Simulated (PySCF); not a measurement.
# AlFH₃Sb: NMR shieldings

Aim: compute the NMR shieldings of AlFH₃Sb (`[F][AlH][SbH2]`).

Computed with PySCF 2.14.0 and routines of our own; the level stands in each step. Atoms count from 0.

### Step 1. The system as given

6 atoms, charge 0, multiplicity 1; geometry from: GFN2-xTB.

### Step 2. NMR shieldings: PBE0/pcSseg-1 Sb:us-x2c-TZVPall-2c, spin–orbit

Job settings and geometry (Å):

```
{"job": {"kind": "hnmr", "xc": "PBE0", "basis": {"default": "pcSseg-1", "Sb": "us-x2c-TZVPall-2c"}, "rel": "so"}, "charge": 0, "multiplicity": 1}
F      2.318966    -0.908557     0.580411
Al     0.985249    -0.115779     0.003767
Sb    -1.465087    -0.605916     0.671704
H      1.380616     0.984490    -1.007729
H     -1.523187     1.103049     0.749526
H     -1.693435    -0.455295    -1.019254
```

Level: PBE0/pcSseg-1 Sb:us-x2c-TZVPall-2c GIAO NMR shielding, X2C with spin-orbit coupling, screened-nuclear two-electron part, Gaussian nuclei, gas phase.

Launch:

```bash
$ OMP_NUM_THREADS=1 python heavy_run.py task.json out
```

This one command runs all jobs of the session in turn.

Standard output:

```text
spin-free SCF
coarse grid: 27096 points
cycle   1  E = -6824.7817580836  dE = -2.936e-01  |g| = 6.351e-01  |ddm| = 1.374e+01
cycle   2  E = -6824.6440037074  dE =  1.378e-01  |g| = 1.131e+00  |ddm| = 1.150e+00
cycle   3  E = -6824.8454709445  dE = -2.015e-01  |g| = 4.042e-02  |ddm| = 7.730e-01
cycle   4  E = -6824.8457780768  dE = -3.071e-04  |g| = 2.139e-02  |ddm| = 7.394e-02
cycle   5  E = -6824.8458606349  dE = -8.256e-05  |g| = 5.093e-03  |ddm| = 2.791e-02
cycle   6  E = -6824.8458636486  dE = -3.014e-06  |g| = 6.569e-04  |ddm| = 4.361e-03
final grid: 53656 points
cycle   7  E = -6824.8440632867  dE = -7.385e-07  |g| = 1.385e-03  |ddm| = 1.500e-03
cycle   8  E = -6824.8440632045  dE =  8.219e-08  |g| = 1.074e-03  |ddm| = 1.176e-03
cycle   9  E = -6824.8440633389  dE = -1.344e-07  |g| = 4.869e-04  |ddm| = 9.409e-04
cycle  10  E = -6824.8440633716  dE = -3.270e-08  |g| = 7.976e-05  |ddm| = 2.888e-04
cycle  11  E = -6824.8440633727  dE = -1.080e-09  |g| = 8.712e-06  |ddm| = 7.138e-05
converged SCF energy = -6824.8440633727
two-component SCF
cycle   1  E = -6824.1104881254  dE = -6.824e+03  |FDS-SDF| = 4.860e+01
cycle   2  E = -6825.7877623264  dE = -1.677e+00  |FDS-SDF| = 3.447e-01
cycle   3  E = -6825.7882858609  dE = -5.235e-04  |FDS-SDF| = 9.789e-03
cycle   4  E = -6825.7882990372  dE = -1.318e-05  |FDS-SDF| = 4.573e-03
cycle   5  E = -6825.7883007916  dE = -1.754e-06  |FDS-SDF| = 1.295e-03
cycle   6  E = -6825.7883012313  dE = -4.397e-07  |FDS-SDF| = 3.580e-04
cycle   7  E = -6825.7883012920  dE = -6.068e-08  |FDS-SDF| = 9.330e-05
cycle   8  E = -6825.7883012950  dE = -3.026e-09  |FDS-SDF| = 4.183e-05
converged, E = -6825.7883012950

Field gradients (au) and densities at the nuclei (bohr^-3)
atom        Vxx        Vyy        Vzz        centre      nuclear mean
  0 F     -0.0751    -0.5258     0.6009        407.077        407.076
  1 Al    -0.4236    -0.7850     1.2087       1261.179       1261.165
  2 Sb     0.2351     2.8534    -3.0886     190776.387     189340.315
  3 H     -0.0607    -0.0677     0.1284          0.351          0.351
  4 H     -0.0582    -0.0615     0.1197          0.322          0.322
  5 H     -0.0579    -0.0612     0.1191          0.321          0.321
without picture change
  2 Sb                          -3.3423                    394860.471

Core orbital energies (eV)
atom   shell        mean    spread
  1 Al 1s        -1532.244   0.000
  1 Al 2s         -115.036   0.000
  1 Al 2p1/2       -74.931   0.000
  1 Al 2p3/2       -74.465   0.115
  2 Sb 1s       -30343.547   0.000
  2 Sb 2s        -4641.046   0.000
  2 Sb 3s         -920.068   0.000
  2 Sb 4s         -155.423   0.000
  2 Sb 5s          -16.439   0.000
  2 Sb 2p1/2     -4338.537   0.000
  2 Sb 2p3/2     -4087.232   0.010
  2 Sb 3p1/2      -796.272   0.000
  2 Sb 3p3/2      -749.414   0.055
  2 Sb 4p1/2      -113.023   0.000
  2 Sb 4p3/2      -104.326   0.074
  2 Sb 3d3/2      -531.289   0.029
  2 Sb 3d5/2      -521.725   0.038
  2 Sb 4d3/2       -36.813   0.093
  2 Sb 4d5/2       -35.555   0.132

Shielding tensors (ppm)
atom      isotropic    diamagn.    paramagn.     s11        s22        s33       span
  0 F       266.69      467.96     -201.27     121.08     311.04     367.93     246.84
  1 Al      337.38      781.66     -444.28     200.83     353.06     458.25     257.41
  2 Sb     4563.56     4855.39     -291.83    4233.02    4632.96    4824.71     591.69
  3 H        23.21       28.14       -4.92      18.13      19.11      32.40      14.27
  4 H        32.43       28.69        3.75      24.13      29.21      43.96      19.83
  5 H        32.44       28.66        3.77      24.15      29.24      43.92      19.78
```

Run time: 53 s. Hardware: 1 thread of Intel Xeon Platinum 8488C, shared host; peak memory 0.91 GiB.

From this job:

```tsv
quantity	value
energy from spin-orbit coupling	-0.9442 Eh
```

The fields below are evaluated on a grid from the run's orbitals.

Frontier orbitals at PBE0/us-x2c-TZVPall-2c+pcSseg-1, with the share of their density that lies nearest to each atom:

```tsv
orbital	energy (eV)	lies on
HOMO	-7.31	Sb2 49 %; Al1 19 %; H3 17 %
LUMO	-1.50	Al1 49 %; F0 12 %; H3, H4, H5 about 10 % each
```

ELF in a plane through or near 4 of the atoms.

Ten even steps from ' ' (0.00) to '@' (1.00):
```
                                                        
                                  ....                  
                              ::==******++::..          
                          ..--**##%%%%@@@@%%++..        
          ..::----..    ..==++####%%%%@@@@@@%%==..      
          --==**++::    ::++****++====##%%@@%%**::      
        ::**%%%%%%++::..==####--::++++--++%%%%**--      
      ..--##%%++**##--..==@@##::++==--++--####++::      
      ..==##%%**##==  ::  %%%%::==++++==::++**--..      
        ::++**##**..%%##++--%%==..----::--==--..        
          ....::....##%%==..**==--::::----::..          
              ..==++--....::--::..::::::....            
            ::%%@@@@@@@@@@==..    ......                
          ..##@@@@@@@@@@@@++..                          
            ++@@@@@@@@@@@@++                            
            --@@@@@@@@@@@@==                            
              --##@@@@%%**..                            
                  ..::..                                
                                                        
                                                        
```
The map spans 9.9 Å across and 8.1 Å up, centred on the molecule. Atoms in the plane (x, y in Å): F0 (-2.4, 1.0), Al1 (-1.0, 0.1), Sb2 (1.4, 0.9), H3 (-1.3, -1.4).

log10 of the density (e/Å³) in the same plane.

Ten even steps from ' ' (-4.0) to '@' (2.8):
```
                              ............              
                          ......::::::::::....          
                      ....::::::::------::::::....      
        ....::::::::..::::::------====------::::..      
      ..::----==------::------============----::::......
      ::--==========--------====++++++++====----::......
    ..--==++++****++==========++******++++====--::......
    ..--==++**@@##++++======++++##@@@@**++====--::......
    ..--==++**##**++++++++++++++**%%%%**++====--::......
    ..::--==++++++++##%%**++++++++****++++==----::......
      ::::--======++**##**========++++====----::::......
      ....::--====++++++++================----::....    
      ....::--====++++++++==--------------::::....      
        ..::--====++**++====----::----::::::....        
        ..::::--====++====--::::::::::::......          
        ....::----======----::............              
          ....::::------::::....                        
            ......::::::......                          
                ..........                              
                                                        
```
The map spans 9.9 Å across and 8.1 Å up, centred on the molecule. Atoms in the plane (x, y in Å): F0 (-2.4, 1.0), Al1 (-1.0, 0.1), Sb2 (1.4, 0.9), H3 (-1.3, -1.4).

On the surface of density 0.002 e/bohr³ the electrostatic potential runs, from the 1st to the 99th percentile, from -1.42 V near F0 to 3.30 V near Al1.

### Step 3. NMR shieldings: PBE0/pcSseg-1 Sb:us-x2c-TZVPall-2c, spin-free

Job settings and geometry (Å):

```
{"job": {"kind": "hnmr", "xc": "PBE0", "basis": {"default": "pcSseg-1", "Sb": "us-x2c-TZVPall-2c"}, "rel": "sf"}, "charge": 0, "multiplicity": 1}
F      2.318966    -0.908557     0.580411
Al     0.985249    -0.115779     0.003767
Sb    -1.465087    -0.605916     0.671704
H      1.380616     0.984490    -1.007729
H     -1.523187     1.103049     0.749526
H     -1.693435    -0.455295    -1.019254
```

Method: PBE0/pcSseg-1 Sb:us-x2c-TZVPall-2c GIAO NMR shielding, spin-free X2C, Gaussian nuclei, gas phase.

Standard output:

```text
spin-free SCF
coarse grid: 27096 points
cycle   1  E = -6824.7817580836  dE = -2.936e-01  |g| = 6.351e-01  |ddm| = 1.374e+01
cycle   2  E = -6824.6440037074  dE =  1.378e-01  |g| = 1.131e+00  |ddm| = 1.150e+00
cycle   3  E = -6824.8454709445  dE = -2.015e-01  |g| = 4.042e-02  |ddm| = 7.730e-01
cycle   4  E = -6824.8457780768  dE = -3.071e-04  |g| = 2.139e-02  |ddm| = 7.394e-02
cycle   5  E = -6824.8458606349  dE = -8.256e-05  |g| = 5.093e-03  |ddm| = 2.791e-02
cycle   6  E = -6824.8458636486  dE = -3.014e-06  |g| = 6.569e-04  |ddm| = 4.361e-03
final grid: 53656 points
cycle   7  E = -6824.8440632867  dE = -7.385e-07  |g| = 1.385e-03  |ddm| = 1.500e-03
cycle   8  E = -6824.8440632045  dE =  8.219e-08  |g| = 1.074e-03  |ddm| = 1.176e-03
cycle   9  E = -6824.8440633389  dE = -1.344e-07  |g| = 4.869e-04  |ddm| = 9.409e-04
cycle  10  E = -6824.8440633716  dE = -3.270e-08  |g| = 7.976e-05  |ddm| = 2.888e-04
cycle  11  E = -6824.8440633727  dE = -1.080e-09  |g| = 8.712e-06  |ddm| = 7.138e-05
converged SCF energy = -6824.8440633727
check of the scalar solution
cycle   1  E = -6824.8440633727  dE = -6.825e+03  |FDS-SDF| = 4.964e+00
cycle   2  E = -6824.8452655874  dE = -1.202e-03  |FDS-SDF| = 3.378e-03
cycle   3  E = -6824.8452655883  dE = -9.095e-10  |FDS-SDF| = 8.596e-05
converged, E = -6824.8452655883

Field gradients (au) and densities at the nuclei (bohr^-3)
atom        Vxx        Vyy        Vzz        centre      nuclear mean
  0 F     -0.0749    -0.5259     0.6008        407.077        407.076
  1 Al    -0.4237    -0.7856     1.2093       1261.180       1261.167
  2 Sb     0.2336     2.8490    -3.0825     190657.425     189221.352
  3 H     -0.0607    -0.0677     0.1284          0.351          0.351
  4 H     -0.0582    -0.0616     0.1199          0.322          0.322
  5 H     -0.0580    -0.0613     0.1193          0.321          0.321
without picture change
  2 Sb                          -3.3381                    394875.299

Core orbital energies (eV)
atom   shell        mean    spread
  1 Al 1s        -1532.240   0.000
  1 Al 2s         -115.033   0.000
  1 Al 2p          -74.617   0.214
  2 Sb 1s       -30345.259   0.000
  2 Sb 2s        -4641.394   0.000
  2 Sb 3s         -920.158   0.000
  2 Sb 4s         -155.450   0.000
  2 Sb 5s          -16.445   0.000
  2 Sb 2p        -4167.886   0.017
  2 Sb 3p         -764.496   0.094
  2 Sb 4p         -107.130   0.126
  2 Sb 3d         -525.590   0.042
  2 Sb 4d          -36.072   0.184

Shielding tensors (ppm)
atom      isotropic    diamagn.    paramagn.     s11        s22        s33       span
  0 F       263.81      468.04     -204.22     120.16     308.39     362.90     242.74
  1 Al      328.26      789.76     -461.50     198.47     316.26     470.07     271.60
  2 Sb     3652.23     5277.77    -1625.55    3354.58    3653.55    3948.54     593.96
  3 H        25.93       28.15       -2.23      21.14      23.12      33.51      12.37
  4 H        29.31       28.80        0.52      20.96      22.06      44.93      23.96
  5 H        29.30       28.77        0.52      20.96      22.05      44.89      23.93
```

It took 17 s on 1 thread of Intel Xeon Platinum 8488C, shared host; peak memory 0.82 GiB.

### Step 4. Shieldings side by side

```tsv
run	Sb2	Al1	H5	H4	F0	H3	time
step 2, PBE0/pcSseg-1 Sb:us-x2c-TZVPall-2c, spin–orbit	4563.6	337.4	32.4	32.4	266.7	23.2	53 s
step 3, PBE0/pcSseg-1 Sb:us-x2c-TZVPall-2c, spin-free	3652.2	328.3	29.3	29.3	263.8	25.9	17 s
```

### Step 5. What came out

| quantity | value |
| --- | --- |
| energy from spin-orbit coupling (step 2, PBE0/pcSseg-1 Sb:us-x2c-TZVPall-2c, spin–orbit) | -0.9442 Eh |
| shieldings (step 2, PBE0/pcSseg-1 Sb:us-x2c-TZVPall-2c, spin–orbit) | F0 266.7, Al1 337.4, Sb2 4563.6, H3 23.2, H4 32.4, H5 32.4 ppm |
| surface potential, 1st and 99th percentile | -1.42 V and 3.30 V |
| shieldings (step 3, PBE0/pcSseg-1 Sb:us-x2c-TZVPall-2c, spin-free) | F0 263.8, Al1 328.3, Sb2 3652.2, H3 25.9, H4 29.3, H5 29.3 ppm |

A contracted two-component basis is stiff near heavy nuclei, so the absolute shieldings of the heavy atoms from it are rough. In step 2, Sb2 has the widest tensor, 592 ppm. At PBE0/us-x2c-TZVPall-2c+pcSseg-1, counted by nearest atom on the grid, the HOMO lies on Sb2 49 %; Al1 19 %, the LUMO on Al1 49 %; F0 12 %. Sb2 moves most between the runs, by 911 ppm; the labels say what changes from run to run. The geometry comes from tight binding, which is rough for metal atoms, and these values hang on it.
